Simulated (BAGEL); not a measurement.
# C2H4NOSi− (SMILES N#CCO[SiH2-]): PBE0/6-31G(d) (density fitting with qzvpp-jkfit, spherical functions)

What is the energy change on altering one bond length of C2H4NOSi− at PBE0/6-31G* (density fitting with qzvpp-jkfit, spherical functions)? 

The results are computed with BAGEL 1.2.2.

3 further runs of the same task are left out: 3 set aside as unsound or not needed. Runs told in other sessions of the task aren't counted.

### 1 The structure to begin with

C2H4NOSi− has 9 atoms, charge -1, and is taken as a singlet. SMILES: `N#CCO[SiH2-]`. Geometry: relaxed at GFN2-xTB. This is one conformer, not always the lowest.

Bond lengths: N1–C2 1.152 Å, C2–C3 1.443 Å, C3–O4 1.348 Å, O4–Si5 1.756 Å, C3–H6 1.121 Å, C3–H7 1.116 Å, Si5–H8 1.520 Å, Si5–H9 1.489 Å. Some angles: N1–C2–C3 178.6°, C2–C3–O4 111.6°, C3–O4–Si5 111.4°, C2–C3–H6 109.4°, C2–C3–H7 107.3°, O4–C3–H6 110.7°, O4–C3–H7 112.3°, O4–Si5–H8 99.2°, O4–Si5–H9 94.5°, H6–C3–H7 105.3°.

### 2 A single-point energy at PBE0/6-31G(d) (density fitting with qzvpp-jkfit, spherical functions)

calc.json

```json
{ "bagel": [

{
  "title": "molecule",
  "basis": "6-31gs.json",
  "df_basis": "qzvpp-jkfit",
  "angstrom": "true",
  "geometry": [
    { "atom": "N", "xyz": [    1.685550,    1.116750,   -2.385770 ] },
    { "atom": "C", "xyz": [    1.208260,    0.800680,   -1.386450 ] },
    { "atom": "C", "xyz": [    0.584750,    0.387910,   -0.152700 ] },
    { "atom": "O", "xyz": [   -0.662170,   -0.082410,   -0.358590 ] },
    { "atom": "Si", "xyz": [   -1.488210,   -0.395780,    1.159300 ] },
    { "atom": "H", "xyz": [    0.570670,    1.250250,    0.563750 ] },
    { "atom": "H", "xyz": [    1.251640,   -0.373300,    0.316790 ] },
    { "atom": "H", "xyz": [   -0.584400,   -1.489190,    1.705210 ] },
    { "atom": "H", "xyz": [   -2.566100,   -1.214910,    0.538450 ] }
  ]
},
{ "title": "ks", "xc_func": "pbe0", "charge": -1 },
{ "title": "print", "file": "orbitals.molden", "orbitals": "true" }

]}
```

The basis set 6-31G* is read from a file made from the Basis Set Exchange's data (not shown).

The run is started by

```bash
$ BAGEL_NUM_THREADS=1 BAGEL calc.json > calc.out
```

Output:

```text
* using 1 threads per process

  ===============================================================
  ===============================================================

  *** Geometry ***

  { "atom" : "N", "xyz" : [      3.185228,      2.110352,     -4.508452 ] },
  { "atom" : "C", "xyz" : [      2.283280,      1.513066,     -2.620011 ] },
  { "atom" : "C", "xyz" : [      1.105017,      0.733044,     -0.288561 ] },
  { "atom" : "O", "xyz" : [     -1.251320,     -0.155732,     -0.677637 ] },
  { "atom" : "Si", "xyz" : [     -2.812309,     -0.747916,      2.190759 ] },
  { "atom" : "H", "xyz" : [      1.078410,      2.362630,      1.065333 ] },
  { "atom" : "H", "xyz" : [      2.365257,     -0.705435,      0.598646 ] },
  { "atom" : "H", "xyz" : [     -1.104356,     -2.814161,      3.222380 ] },
  { "atom" : "H", "xyz" : [     -4.849226,     -2.295847,      1.017523 ] },

  Number of auxiliary basis functions:      504

  Since a DF basis is specified, we compute 2- and 3-index integrals:
    o Being stored without compression. Storage requirement is 0.027 GB

  Number of basis functions:       82
  Number of electrons      :       45

    * METHOD: MOLECULE                             0.27

  *** Kohn-Sham DFT ***

    * Removing 16539 points whose weight is below 1.00e-10
    * Grid points: 117615

  === Nuclear Repulsion ===
   192.4038680121

       - DIIS with orbital gradients will be used.

  === KS iteration (pbe0 / 6-31gs.json) ===
      0       -460.23570759          0.16189550           0.39
      1       -431.73813879          0.19789532           0.36
      2       -422.05316498          0.21502886           0.36
      3       -483.46419076          0.13906640           0.37
      4       -494.10029163          0.08159533           0.35
      5       -497.46254586          0.02146168           0.36
      6       -497.63253036          0.01139186           0.36
      7       -497.66323532          0.00794562           0.35
      8       -497.68813933          0.00281662           0.36
      9       -497.69097354          0.00101771           0.34
     10       -497.69150796          0.00010282           0.35
     11       -497.69151214          0.00003103           0.36
     12       -497.69151251          0.00000868           0.35
     13       -497.69151254          0.00000434           0.34
     14       -497.69151255          0.00000128           0.34
     15       -497.69151255          0.00000029           0.34
     16       -497.69151255          0.00000012           0.34
     17       -497.69151255          0.00000003           0.35
     18       -497.69151255          0.00000001           0.35
     19       -497.69151255          0.00000000           0.35
    * SCF iteration converged.

    * Permanent dipole moment:
           (   -1.377062,    -0.164269,     0.507605) a.u.

    * METHOD: KS                                   7.74

    * METHOD: PRINT                                0.02

  ===============================================================
```

It took 8.4 s on 1 thread of Arm Neoverse V1, shared host; peak memory 0.46 GiB.

### 3 The distorted shape, same level

input.json

```json
{ "bagel": [

{
  "title": "molecule",
  "basis": "6-31gs.json",
  "df_basis": "qzvpp-jkfit",
  "angstrom": true,
  "geometry": [
    { "atom": "N", "xyz": [    1.997306,    1.323136,   -3.002647 ] },
    { "atom": "C", "xyz": [    1.520016,    1.007066,   -2.003327 ] },
    { "atom": "C", "xyz": [    0.584750,    0.387910,   -0.152700 ] },
    { "atom": "O", "xyz": [   -0.662170,   -0.082410,   -0.358590 ] },
    { "atom": "Si", "xyz": [   -1.488210,   -0.395780,    1.159300 ] },
    { "atom": "H", "xyz": [    0.570670,    1.250250,    0.563750 ] },
    { "atom": "H", "xyz": [    1.251640,   -0.373300,    0.316790 ] },
    { "atom": "H", "xyz": [   -0.584400,   -1.489190,    1.705210 ] },
    { "atom": "H", "xyz": [   -2.566100,   -1.214910,    0.538450 ] }
  ]
},
{ "title": "ks", "xc_func": "pbe0", "charge": -1 },
{ "title": "print", "file": "orbitals.molden", "orbitals": true }

]}
```

The basis set 6-31G* is read from a file made from the Basis Set Exchange's data (not shown).

The run is started by

```bash
$ BAGEL_NUM_THREADS=1 BAGEL input.json > input.out
```

Output:

```text
* using 1 threads per process

  ===============================================================
  ===============================================================

  *** Geometry ***

  { "atom" : "N", "xyz" : [      3.774361,      2.500365,     -5.674180 ] },
  { "atom" : "C", "xyz" : [      2.872414,      1.903079,     -3.785739 ] },
  { "atom" : "C", "xyz" : [      1.105017,      0.733044,     -0.288561 ] },
  { "atom" : "O", "xyz" : [     -1.251320,     -0.155732,     -0.677637 ] },
  { "atom" : "Si", "xyz" : [     -2.812309,     -0.747916,      2.190759 ] },
  { "atom" : "H", "xyz" : [      1.078410,      2.362630,      1.065333 ] },
  { "atom" : "H", "xyz" : [      2.365257,     -0.705435,      0.598646 ] },
  { "atom" : "H", "xyz" : [     -1.104356,     -2.814161,      3.222380 ] },
  { "atom" : "H", "xyz" : [     -4.849226,     -2.295847,      1.017523 ] },

  Number of auxiliary basis functions:      504

  Since a DF basis is specified, we compute 2- and 3-index integrals:
    o Being stored without compression. Storage requirement is 0.027 GB

  Number of basis functions:       82
  Number of electrons      :       45

    * METHOD: MOLECULE                             0.27

  *** Kohn-Sham DFT ***

    * Removing 15475 points whose weight is below 1.00e-10
    * Grid points: 118679

  === Nuclear Repulsion ===
   177.7972012415

       - DIIS with orbital gradients will be used.

  === KS iteration (pbe0 / 6-31gs.json) ===
      0       -445.91632778          0.15308757           0.36
      1       -337.43451080          0.15757881           0.34
      2       -336.96752604          0.17764999           0.34
      3       -464.66835333          0.09509256           0.35
      4       -463.16291790          0.15132780           0.34
      5       -480.01953935          0.12824461           0.35
      6       -465.18816291          0.18542757           0.34
      7       -417.78192780          0.20174273           0.34
      8       -468.13626970          0.14323507           0.34
      9       -452.69786335          0.14683081           0.34
     10       -496.12431111          0.05035040           0.34
     11       -488.53720919          0.08339461           0.34
     12       -497.13623174          0.02827928           0.34
     13       -497.40919145          0.01940958           0.35
     14       -497.52718021          0.01366410           0.35
     15       -497.60891437          0.00238058           0.35
     16       -497.61100657          0.00181130           0.35
     17       -497.61222103          0.00060185           0.35
     18       -497.61241004          0.00005858           0.35
     19       -497.61241052          0.00005148           0.35
     20       -497.61241185          0.00002520           0.34
     21       -497.61241214          0.00000786           0.35
     22       -497.61241217          0.00000195           0.35
     23       -497.61241217          0.00000161           0.36
     24       -497.61241217          0.00000039           0.36
     25       -497.61241217          0.00000008           0.36
     26       -497.61241217          0.00000003           0.36
     27       -497.61241217          0.00000002           0.36
     28       -497.61241217          0.00000002           0.36
     29       -497.61241217          0.00000000           0.36
    * SCF iteration converged.

    * Permanent dipole moment:
           (   -0.822639,     0.158664,    -0.119742) a.u.

    * METHOD: KS                                  11.14

    * METHOD: PRINT                                0.02

  ===============================================================
```

Run time: 12 s. Hardware: 1 thread of Arm Neoverse V1, shared host; peak memory 0.47 GiB.

### 4 Summary of results

At PBE0/6-31G* (density fitting with qzvpp-jkfit, spherical functions):

| quantity | value |
| --- | --- |
| first shape: total energy | -497.69151 Eh |
| first shape: HOMO energy | 0.27 eV |
| first shape: LUMO energy | 4.54 eV |
| first shape: HOMO–LUMO gap (to an unbound level, set by the basis) | 4.27 eV |
| distorted shape: total energy | -497.61241 Eh |
| distorted shape: HOMO energy | -0.23 eV |
| distorted shape: LUMO energy | 2.47 eV |
| distorted shape: HOMO–LUMO gap (to an unbound level, set by the basis) | 2.70 eV |
| energy change with the C2–C3 bond stretched from 1.443 to 2.164 Å | 2.152 eV |

With the C2–C3 bond stretched from 1.443 to 2.164 Å the energy rises by 2.15 eV (50 kcal/mol). The first shape isn't relaxed at this level, so the change isn't measured from a minimum. The HOMO (first shape) lies at positive energy, 0.27 eV, from the functional's self-interaction, a short basis or an electron that isn't bound; only total energies against the neutral tell.
